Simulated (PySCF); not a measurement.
# C₄H₄F₃NO: runs on many settings

Which settings matter for C₄H₄F₃NO (`CO[C@@H](C#N)C(F)(F)F`), and how do bad ones show?

Computed with PySCF 2.14.0, with density-fitted response routines of our own, on a single molecule in the gas phase. Atoms are numbered from 0 throughout.

## Step 1: Starting geometry

13 atoms, charge 0, multiplicity 1; geometry from: GFN2-xTB.

Bonds of the start (Å): C0–O1 1.41, O1–C2 1.40, C2–C3 1.46, C3–N4 1.14, C2–C5 1.54, C5–F6 1.33, C5–F7 1.34, C5–F8 1.33, C0–H9 1.09, C0–H10 1.10, C0–H11 1.09, C2–H12 1.11.

## Step 2: Nuclear shieldings: PBE0/pcSseg-1

The job: settings as JSON, then the geometry in Å.

```
{"job": {"kind": "nmr", "xc": "PBE0", "basis": "pcSseg-1"}, "charge": 0, "multiplicity": 1}
C     -1.909259     0.500551    -0.025940
O     -0.691314     0.253603     0.647669
C      0.317178    -0.269132    -0.172091
C      0.806683     0.688308    -1.161706
N      1.150855     1.456613    -1.931217
C      1.477961    -0.679493     0.752437
F      1.086664    -1.598227     1.636106
F      2.480842    -1.221304     0.047052
F      1.979496     0.346111     1.432212
H     -2.584484     0.890423     0.731102
H     -2.319567    -0.423938    -0.446226
H     -1.782616     1.238337    -0.823829
H     -0.016827    -1.181367    -0.703295
```

With the program's defaults for keys left out, this is: GIAO PBE0/pcSseg-1 NMR shielding, non-relativistic, gas phase.

Command:

```console
OMP_NUM_THREADS=1 python probes_run.py task.json out
```

This one command runs all jobs of the session in turn.

The log of the run:

```text
coarse grid: 12232 points
cycle   1  E = -583.3523063576  dE =  1.524e+00  |g| = 1.081e+00  |ddm| = 3.232e+00
cycle   2  E = -582.9173533368  dE =  4.350e-01  |g| = 1.911e+00  |ddm| = 1.849e+00
cycle   3  E = -583.5453047607  dE = -6.280e-01  |g| = 2.884e-01  |ddm| = 1.323e+00
cycle   4  E = -583.5598722077  dE = -1.457e-02  |g| = 1.146e-01  |ddm| = 2.286e-01
cycle   5  E = -583.5625077625  dE = -2.636e-03  |g| = 1.771e-02  |ddm| = 8.224e-02
cycle   6  E = -583.5625616150  dE = -5.385e-05  |g| = 6.242e-03  |ddm| = 1.644e-02
cycle   7  E = -583.5625678862  dE = -6.271e-06  |g| = 1.511e-03  |ddm| = 4.680e-03
final grid: 123336 points
cycle   8  E = -583.6449780312  dE = -3.821e-05  |g| = 1.176e-02  |ddm| = 2.377e-02
cycle   9  E = -583.6449510542  dE =  2.698e-05  |g| = 1.739e-02  |ddm| = 1.754e-02
cycle  10  E = -583.6450021405  dE = -5.109e-05  |g| = 1.124e-03  |ddm| = 1.103e-02
cycle  11  E = -583.6450024145  dE = -2.739e-07  |g| = 2.694e-04  |ddm| = 1.143e-03
cycle  12  E = -583.6450024213  dE = -6.841e-09  |g| = 1.938e-04  |ddm| = 2.734e-04
cycle  13  E = -583.6450024277  dE = -6.406e-09  |g| = 6.395e-05  |ddm| = 1.439e-04
cycle  14  E = -583.6450024285  dE = -8.145e-10  |g| = 1.286e-05  |ddm| = 4.288e-05
converged SCF energy = -583.6450024285

GIAO shielding tensors (ppm)
atom      isotropic    diamagn.    paramagn.     s11        s22        s33       span
  0 C      126.858     244.938    -118.080     93.696    103.134    183.744     90.048
  1 O      304.443     396.016     -91.573    277.167    283.887    352.275     75.108
  2 C      114.473     243.851    -129.378     94.648     99.691    149.081     54.433
  3 C       70.109     262.646    -192.537    -43.200    -38.731    292.259    335.459
  4 N      -52.302     338.820    -391.121   -240.267   -205.139    288.501    528.768
  5 C       56.253     240.324    -184.071     50.546     57.247     60.967     10.422
  6 F      256.750     471.464    -214.713    178.605    250.352    341.294    162.689
  7 F      252.501     470.559    -218.058    172.726    245.394    339.384    166.658
  8 F      262.588     471.825    -209.238    187.902    261.935    337.926    150.024
  9 H       27.578      28.180      -0.602     23.475     25.148     34.110     10.634
 10 H       28.446      28.866      -0.420     24.572     25.945     34.822     10.250
 11 H       27.813      29.306      -1.492     23.969     26.222     33.248      9.279
 12 H       27.521      29.071      -1.550     25.827     26.332     30.403      4.576
```

Run time: 23 s. Hardware: 1 thread of AMD EPYC 7R43, shared host; peak memory 0.84 GiB.

Shifts follow as δ = σ(reference) − σ, with reference shieldings (ppm) from runs at the same level and on the same kind of geometry: 1H TMS 31.72, 13C TMS 186.9, 19F CFCl3 170.9, 15N NH3 267.7, 17O H2O 336.1. The references are single molecules in the gas phase, so shifts against H2O, NH3, PH3, H3PO4 or CFCl3 are not on the usual liquid scales and can be off by tens of ppm. Atoms listed in one row are averaged.

```tsv
atoms	environment	σ (ppm)	δ (ppm)	δ scaled to CDCl3
C5	CF3 carbon	56.3	130.7	125.6
C3	nitrile carbon	70.1	116.8	112.1
C2	sp3 CH bonded to O, α to a nitrile	114.5	72.5	68.8
C0	methyl carbon bonded to O	126.9	60.1	56.7
H12	hydrogen on an sp3 CH bonded to O, α to a nitrile	27.52	4.20	4.06
H9, H10, H11	hydrogen on a methyl carbon bonded to O	27.95	3.77	3.66
O1	ether oxygen	304.4	31.6	–
N4	nitrile nitrogen	-52.3	320.0	–
F6, F7, F8	fluorine of a CF3 group	257.3	-86.3	–
```

The scaled column applies a straight-line fit of computed shieldings to shifts measured in CDCl3, and one for carbons that bear F (root-mean-square error 0.16 ppm for H, 1.9 ppm for C).

The run also stored atomic charges by several schemes (e):

```tsv
atoms	Mulliken	IAO	Hirshfeld	ESP fit
C0	-0.03	-0.21	-0.03	-0.21
O1	-0.49	-0.36	-0.13	-0.21
C2	0.00	0.02	0.04	-0.18
C3	0.11	0.11	0.07	0.39
N4	-0.22	-0.19	-0.19	-0.41
C5	0.85	0.82	0.26	0.53
F6, F7, F8	-0.25	-0.27	-0.08	-0.16
```

Mayer bond orders: C0–O1 0.90, O1–C2 0.95, C2–C3 0.92, C3–N4 3.03, C2–C5 0.96, C5–F6 1.02, C5–F7 1.00, C5–F8 1.04.

## Step 3: TDDFT and polarisability: PBE0/def2-SVPD

Settings changed since step 2:

```diff
@@ -1,2 +1,2 @@
-{"job": {"kind": "nmr", "xc": "PBE0", "basis": "pcSseg-1"}, "charge": 0, "multiplicity": 1}
+{"job": {"kind": "uv", "xc": "PBE0", "basis": "def2-SVPD", "nstates": 6, "ntriplets": 2}, "charge": 0, "multiplicity": 1}
 C     -1.909259     0.500551    -0.025940
```

Level: TDDFT PBE0/def2-SVPD, vertical, gas phase, core orbitals frozen in the response.

The log of the run:

```text
coarse grid: 12232 points
cycle   1  E = -583.0098293277  dE =  1.460e+00  |g| = 1.022e+00  |ddm| = 4.780e+00
cycle   2  E = -582.5963490275  dE =  4.135e-01  |g| = 1.818e+00  |ddm| = 2.987e+00
cycle   3  E = -583.1910669269  dE = -5.947e-01  |g| = 2.813e-01  |ddm| = 2.154e+00
cycle   4  E = -583.2056574917  dE = -1.459e-02  |g| = 1.040e-01  |ddm| = 3.727e-01
cycle   5  E = -583.2078562145  dE = -2.199e-03  |g| = 1.886e-02  |ddm| = 1.369e-01
cycle   6  E = -583.2079194995  dE = -6.328e-05  |g| = 6.589e-03  |ddm| = 3.175e-02
cycle   7  E = -583.2079270683  dE = -7.569e-06  |g| = 1.421e-03  |ddm| = 8.872e-03
final grid: 123336 points
cycle   8  E = -583.2904399728  dE = -3.320e-05  |g| = 1.090e-02  |ddm| = 8.295e-02
cycle   9  E = -583.2904151304  dE =  2.484e-05  |g| = 1.618e-02  |ddm| = 2.894e-02
cycle  10  E = -583.2904620885  dE = -4.696e-05  |g| = 1.155e-03  |ddm| = 1.737e-02
cycle  11  E = -583.2904623966  dE = -3.081e-07  |g| = 2.306e-04  |ddm| = 1.703e-03
cycle  12  E = -583.2904624029  dE = -6.354e-09  |g| = 1.428e-04  |ddm| = 3.707e-04
cycle  13  E = -583.2904624060  dE = -3.076e-09  |g| = 6.090e-05  |ddm| = 2.012e-04
cycle  14  E = -583.2904624068  dE = -7.717e-10  |g| = 1.480e-05  |ddm| = 6.993e-05
converged SCF energy = -583.2904624068

Static polarisability (au): isotropic 58.517, principal 49.352 60.615 65.584

Singlet excitations
state   eV       nm        f      main configurations
  1   7.0213    176.6   0.00155   H->L 0.98
  2   7.5359    164.5   0.00114   H-1->L 0.74
  3   7.6692    161.7   0.01296   H->L+1 0.94
  4   8.0961    153.1   0.00402   H-2->L 0.49, H-1->L+1 0.32
  5   8.2757    149.8   0.00905   H-2->L+1 0.56, H->L+2 0.16, H-2->L+2 0.10
  6   8.3688    148.2   0.01588   H->L+2 0.82, H-2->L+1 0.11

Triplet excitations (Tamm-Dancoff, eV): 6.2615 6.6021
```

Wall time 39 s (1 thread of AMD EPYC 7R43, shared host); peak memory 0.86 GiB.

The orbitals next to the gap, with their largest atomic shares:

```tsv
orbital	eV	atoms
HOMO−3	-10.93	N4 44 %, C3 19 %, O1 15 %
HOMO−2	-10.54	N4 42 %, C3 32 %, O1 8 %
HOMO−1	-10.20	N4 32 %, C3 23 %, O1 18 %
HOMO	-9.12	O1 61 %, C0 13 %, H10 6 %
LUMO	-0.53	N4 30 %, C3 25 %, C2 12 %
LUMO+1	-0.10	N4 25 %, C3 24 %, C2 15 %
LUMO+2	0.51	C3 20 %, C0 18 %, N4 15 %
```

With each of the 6 states as a Gaussian band of 0.4 eV half-width at 1/e, the curve within the window shown has maxima at 150 nm (ε 1,200) L/(mol cm). Beyond the last state computed it falls off for lack of states. The curve at chosen wavelengths:

(nm, ε (L/mol/cm)): (143, 528), (145, 803), (147, 1035), (149, 1153), (151, 1143), (153, 1048), (155, 931), (157, 836), (159, 769), (161, 711), (163, 639), (165, 546), (167, 441), (169, 338), (171, 250), (173, 183), (175, 136), (177, 104), (179, 80), (181, 62), (183, 48), (185, 35), (187, 25), (189, 17), (191, 11), (193, 7)

Further results of this job:

```tsv
property	computed
dipole moment (D)	3.66
polarisability (Å³)	8.67
HOMO–LUMO gap (eV)	8.59
−ε(HOMO) (eV)	9.12
```

## Step 4: J couplings: OPBE/cc-pVDZ

Settings changed since step 3:

```diff
@@ -1,2 +1,2 @@
-{"job": {"kind": "uv", "xc": "PBE0", "basis": "def2-SVPD", "nstates": 6, "ntriplets": 2}, "charge": 0, "multiplicity": 1}
+{"job": {"kind": "j", "xc": "OPBE", "basis": "cc-pVDZ"}, "charge": 0, "multiplicity": 1}
 C     -1.909259     0.500551    -0.025940
```

With the program's defaults for keys left out, this is: OPBE/cc-pVDZ indirect spin-spin coupling, non-relativistic, gas phase.

The log of the run:

```text
coarse grid: 12232 points
cycle   1  E = -583.8197722456  dE =  1.408e+00  |g| = 1.100e+00  |ddm| = 6.925e+00
cycle   2  E = -582.9230717242  dE =  8.967e-01  |g| = 2.442e+00  |ddm| = 4.241e+00
cycle   3  E = -583.9853327950  dE = -1.062e+00  |g| = 4.889e-01  |ddm| = 3.096e+00
cycle   4  E = -584.0333186812  dE = -4.799e-02  |g| = 1.641e-01  |ddm| = 7.009e-01
cycle   5  E = -584.0388421270  dE = -5.523e-03  |g| = 4.424e-02  |ddm| = 2.469e-01
cycle   6  E = -584.0392261496  dE = -3.840e-04  |g| = 1.591e-02  |ddm| = 7.454e-02
cycle   7  E = -584.0392709548  dE = -4.481e-05  |g| = 3.450e-03  |ddm| = 2.274e-02
cycle   8  E = -584.0392733615  dE = -2.407e-06  |g| = 9.134e-04  |ddm| = 5.648e-03
final grid: 123336 points
cycle   9  E = -584.0469746720  dE = -7.893e-05  |g| = 2.596e-02  |ddm| = 1.215e-01
cycle  10  E = -584.0467045436  dE =  2.701e-04  |g| = 4.621e-02  |ddm| = 8.622e-02
cycle  11  E = -584.0470919170  dE = -3.874e-04  |g| = 5.272e-03  |ddm| = 5.621e-02
cycle  12  E = -584.0470973558  dE = -5.439e-06  |g| = 1.471e-03  |ddm| = 8.360e-03
cycle  13  E = -584.0470977357  dE = -3.799e-07  |g| = 6.444e-04  |ddm| = 2.225e-03
cycle  14  E = -584.0470978229  dE = -8.719e-08  |g| = 1.798e-04  |ddm| = 8.906e-04
cycle  15  E = -584.0470978292  dE = -6.318e-09  |g| = 3.283e-05  |ddm| = 2.484e-04
cycle  16  E = -584.0470978294  dE = -2.021e-10  |g| = 1.037e-05  |ddm| = 5.986e-05
converged SCF energy = -584.0470978294

Indirect spin-spin couplings (Hz)
  i      j    bonds     total        FC       PSO       DSO        SD
  0 C    7 F    4      1.389     1.119     0.221    -0.292     0.341
  0 C    8 F    4      0.240     0.303     0.219    -0.245    -0.036
  0 C    9 H    1    130.706   130.016    -0.095     0.786         -
  0 C   10 H    1    131.470   130.679    -0.039     0.830         -
  0 C   11 H    1    134.001   133.259    -0.101     0.842         -
  0 C   12 H    3      2.176     2.100    -0.012     0.088         -
  1 O    6 F    3      1.293     0.293     1.276    -0.106    -0.169
  1 O    7 F    3     -0.614    -1.659     1.114     0.166    -0.236
  1 O    8 F    3      1.356     0.452     1.047    -0.104    -0.040
  1 O    9 H    2    -12.570   -11.902    -0.689     0.020         -
  1 O   10 H    2     -1.528    -1.073    -0.545     0.089         -
  1 O   11 H    2     -1.785    -1.297    -0.572     0.083         -
  1 O   12 H    2     -2.912    -2.375    -0.555     0.018         -
  2 C    6 F    2     37.076    37.927    -1.999     0.217     0.931
  2 C    7 F    2     36.633    39.374    -3.172     0.231     0.200
  2 C    8 F    2     26.645    26.685    -1.738     0.198     1.501
  2 C    9 H    3      9.192     9.354     0.325    -0.488         -
  2 C   10 H    3      1.573     1.528    -0.094     0.138         -
  2 C   11 H    3      1.772     1.739    -0.081     0.114         -
  2 C   12 H    1    152.613   151.529    -0.435     1.519         -
  3 C    6 F    3      6.437     6.723     0.134    -0.243    -0.177
  3 C    7 F    3     -1.798    -2.031    -0.154     0.269     0.118
  3 C    8 F    3     -1.834    -1.996    -0.101     0.239     0.024
  3 C    9 H    4     -0.453    -0.400     0.186    -0.239         -
  3 C   10 H    4      0.661     0.626     0.042    -0.008         -
  3 C   11 H    4      0.748     0.546    -0.268     0.470         -
  3 C   12 H    2     -2.825    -2.893    -0.169     0.237         -
  4 N    6 F    4      0.321     0.053     0.064     0.149     0.055
  4 N    8 F    4     -0.284    -0.120    -0.118     0.040    -0.087
  4 N   12 H    3     -1.391    -1.230    -0.323     0.162         -
  5 C    6 F    1   -291.036  -265.728   -31.930     1.598     5.024
  5 C    7 F    1   -290.709  -268.701   -29.412     1.588     5.816
  5 C    8 F    1   -296.503  -269.487   -33.299     1.616     4.667
  5 C   10 H    4     -0.388    -0.396     0.094    -0.086         -
  5 C   11 H    4     -0.495    -0.489     0.147    -0.153         -
  5 C   12 H    2     -4.540    -4.800    -0.240     0.501         -
  6 F    7 F    2     89.524    55.843   -14.429    -0.095    48.205
  6 F    8 F    2     60.310    55.525   -38.304    -0.084    43.173
  6 F    9 H    5     -0.309    -0.077     0.408    -0.612    -0.028
  6 F   12 H    3     -0.690    -1.163     0.454     0.469    -0.450
  7 F    8 F    2     87.305    57.452   -17.210    -0.076    47.139
  7 F    9 H    5      1.048     1.334     0.890    -1.221     0.045
  7 F   10 H    5     -0.318    -0.148     0.584    -0.748    -0.005
  7 F   11 H    5     -0.347    -0.188     0.701    -0.917     0.057
  7 F   12 H    3     -1.127    -1.212     0.127     0.524    -0.566
  8 F   10 H    5      0.175     0.449     0.887    -1.120    -0.040
  8 F   11 H    5     -0.190     0.013     0.480    -0.652    -0.031
  8 F   12 H    3      8.631     9.406     1.076    -1.915     0.064
  9 H   10 H    2    -10.516    -9.937     1.921    -2.500         -
  9 H   11 H    2    -10.726   -10.165     1.896    -2.456         -
  9 H   12 H    4     -1.127    -0.643     1.147    -1.632         -
 10 H   11 H    2     -7.365    -6.883     1.800    -2.281         -
 10 H   12 H    4      1.250     0.597    -1.255     1.907         -
 11 H   12 H    4      0.838     0.850     0.268    -0.280         -
```

It took 32 s on 1 thread of AMD EPYC 7R43, shared host; peak memory 0.52 GiB.

The basis is not made for couplings: without tight functions at the nuclei these values are rough.

Couplings of 1 Hz or more, nine at most for each number of bonds, with means over like pairs (isotopes 13C, 19F, 1H, 15N, 17O):

```tsv
pair	bonds	J (Hz)	Fermi contact (Hz)	dihedral (°)
C5–F6	1	-292.7	-268.0	–
C2–H12	1	152.6	151.5	–
C0–H9	1	132.1	131.3	–
F6–F7	2	79.0	56.3	–
C2–F6	2	33.5	34.7	–
H9–H10	2	-9.5	-9.0	–
O1–H9	2	-5.3	-4.8	–
C5–H12	2	-4.5	-4.8	–
O1–H12	2	-2.9	-2.4	–
C3–H12	2	-2.8	-2.9	–
C2–H9	3	4.2	4.2	–
F6–H12	3	2.3	2.3	–
C0–H12	3	2.2	2.1	-54
N4–H12	3	-1.4	-1.2	–
```

The spin-dipole term was solved for some atoms only; pairs without it lack that part.

The response was solved for the nuclei of F, H alone, so couplings that need other nuclei can be missing.

Quadrupole couplings from the field gradients of the same density:

```tsv
atom	isotope	eQq/h (MHz)	η
O1	17O	11.9	0.93
N4	14N	-3.528	0.13
```

Shifts (PBE0/pcSseg-1, scaled to CDCl3) and these couplings together give the proton spectrum at 300 MHz below.

1H NMR δ 4.06 (q, J = 2.3 Hz, 1H), 3.66 (s, 3H).

## Step 5: Ultraviolet spectrum: wB97X/6-31++G**

Settings changed since step 4:

```diff
@@ -1,2 +1,2 @@
-{"job": {"kind": "j", "xc": "OPBE", "basis": "cc-pVDZ"}, "charge": 0, "multiplicity": 1}
+{"job": {"kind": "uv", "xc": "wB97X", "basis": "6-31++G**", "nstates": 6, "ntriplets": 5, "tda": false}, "charge": 0, "multiplicity": 1}
 C     -1.909259     0.500551    -0.025940
```

Method: TDDFT wB97X/6-31++G**, vertical, gas phase, core orbitals frozen in the response.

The log of the run:

```text
coarse grid: 12232 points
cycle   1  E = -583.9441320418  dE =  1.789e+00  |g| = 1.168e+00  |ddm| = 4.294e+00
cycle   2  E = -583.8415853442  dE =  1.025e-01  |g| = 1.470e+00  |ddm| = 2.597e+00
cycle   3  E = -584.2236764387  dE = -3.821e-01  |g| = 1.392e-01  |ddm| = 1.172e+00
cycle   4  E = -584.2267606288  dE = -3.084e-03  |g| = 7.868e-02  |ddm| = 1.813e-01
cycle   5  E = -584.2280073368  dE = -1.247e-03  |g| = 1.461e-02  |ddm| = 8.290e-02
cycle   6  E = -584.2280554711  dE = -4.813e-05  |g| = 2.959e-03  |ddm| = 2.312e-02
cycle   7  E = -584.2280580743  dE = -2.603e-06  |g| = 1.264e-03  |ddm| = 7.306e-03
final grid: 123336 points
cycle   8  E = -584.1912260711  dE = -1.132e-04  |g| = 8.989e-03  |ddm| = 1.065e-01
cycle   9  E = -584.1912286367  dE = -2.566e-06  |g| = 9.143e-03  |ddm| = 1.607e-02
cycle  10  E = -584.1912410443  dE = -1.241e-05  |g| = 8.717e-04  |ddm| = 5.291e-03
cycle  11  E = -584.1912411403  dE = -9.605e-08  |g| = 6.372e-04  |ddm| = 1.721e-03
cycle  12  E = -584.1912412265  dE = -8.623e-08  |g| = 1.984e-04  |ddm| = 7.440e-04
cycle  13  E = -584.1912412348  dE = -8.233e-09  |g| = 2.100e-05  |ddm| = 2.258e-04
cycle  14  E = -584.1912412351  dE = -2.906e-10  |g| = 8.324e-06  |ddm| = 1.139e-04
converged SCF energy = -584.1912412351

Static polarisability (au): isotropic 55.337, principal 46.632 55.531 63.847

Singlet excitations
state   eV       nm        f      main configurations
  1   7.5634    163.9   0.00178   H->L+2 0.49, H->L 0.12, H-1->L+2 0.11
  2   7.6201    162.7   0.00072   H-1->L+2 0.41, H->L+2 0.14
  3   8.1541    152.1   0.00361   H-2->L+2 0.31, H-1->L+5 0.23
  4   8.2514    150.3   0.01271   H-2->L+5 0.34, H->L 0.11, H->L+5 0.10
  5   8.3976    147.6   0.02751   H->L 0.36, H-2->L+5 0.18, H->L+2 0.11
  6   8.8570    140.0   0.01401   H->L+5 0.30, H->L+1 0.27, H->L 0.20

Triplet excitations (Tamm-Dancoff, eV): 6.4634 7.0308 7.0973 7.2142 7.8648
```

It took 36 s on 1 thread of AMD EPYC 7R43, shared host; peak memory 0.86 GiB.

In short: HOMO -11.56 eV, LUMO 1.07 eV; lowest singlet 7.56 eV.

## Step 6: NMR shieldings: SCAN/pcSseg-1

Settings changed since step 5:

```diff
@@ -1,2 +1,2 @@
-{"job": {"kind": "uv", "xc": "wB97X", "basis": "6-31++G**", "nstates": 6, "ntriplets": 5, "tda": false}, "charge": 0, "multiplicity": 1}
+{"job": {"kind": "nmr", "xc": "SCAN", "basis": "pcSseg-1", "pop": true, "grid": 0, "scf": {"level_shift": 2.0, "max_cycle": 64}}, "charge": 0, "multiplicity": 1}
 C     -1.909259     0.500551    -0.025940
```

Method: SCAN/pcSseg-1.

The log of the run:

```text
NotImplementedError: meta-GGA GIAO
```

Wall time 81 s (1 thread of AMD EPYC 7R43, shared host); peak memory 0.67 GiB.

**What went wrong.** This response code has no terms for the kinetic-energy density, so it refuses meta-GGA functionals here. The remedy is to take a GGA or a hybrid, or another code.

## Step 7: Comparing the runs: electronic excitations

Excitations and ground-state properties, with basis size and wall time:

```tsv
run	lowest singlet (eV)	brightest (eV)	f	gap (eV)	α (Å³)	μ (D)	functions	time
PBE0/def2-SVPD	7.02	8.37	0.016	8.59	8.67	3.66	224	39 s
wB97X/6-31++G**	7.56	8.40	0.028	12.63	8.20	3.78	186	36 s
```

## Step 8: Summary of results

| quantity | value |
| --- | --- |
| 13C shifts against TMS (PBE0/pcSseg-1) | 130.7, 116.8, 72.5, 60.1 ppm |
| 1H shifts against TMS (PBE0/pcSseg-1, means over atoms taken as alike) | 4.20, 3.77 ppm |
| 17O shifts against H2O (PBE0/pcSseg-1) | 31.6 ppm |
| 15N shifts against NH3 (PBE0/pcSseg-1) | 320.0 ppm |
| 19F shifts against CFCl3 (PBE0/pcSseg-1, means over atoms taken as alike) | -86.3 ppm |
| lowest singlet (PBE0/def2-SVPD) | 7.02 eV (177 nm), f = 0.002 |
| brightest single state of those computed | state 6, 8.37 eV, f = 0.016 |
| lowest triplet | 6.26 eV |
| largest coupling of the table (OPBE/cc-pVDZ) | 1J(C,F) C5–F6, -292.7 Hz |
| range of the lowest singlet | 7.02 to 7.56 eV |
| property runs in this session | 5, of which 1 failed and 0 gave unsound results |

In words: Single values in the summary come from the first run of each kind that ended normally (PBE0/pcSseg-1; PBE0/def2-SVPD; OPBE/cc-pVDZ), which need not be the best level. H12 (hydrogen on an sp3 CH bonded to O, α to a nitrile) lies farthest downfield among hydrogen, at 4.20 ppm; its carbon carries O, an electronegative neighbour. At PBE0/pcSseg-1: Shielding is most anisotropic at N4 (span 529 ppm, paramagnetic term -391 ppm). The lowest singlet, at 7.02 eV, is HOMO→LUMO 0.98 and is weak; of the 6 states computed, the strongest absorption comes from state 6 at 8.37 eV (the last computed, so partners may be missing). The lowest triplet lies 0.76 eV below the lowest singlet (triplets in Tamm-Dancoff, singlets in full TDDFT). In the run at OPBE/cc-pVDZ, the largest coupling of the table is C5–F6 (mean over like pairs), -292.7 Hz, of which the Fermi-contact term gives -268.0 Hz. Couplings across rotatable bonds belong to this one conformer; where others are populated, the observed values are averages. Density functionals describe couplings to fluorine poorly, F–F couplings above all, so those rows are rough. The lowest singlet runs from 7.02 eV (PBE0/def2-SVPD) to 7.56 eV (wB97X/6-31++G**), while the orbital gap spans 8.59 to 12.63 eV. The lowest state need not be the same one in every run. Couplings from bases without tight functions are rough.
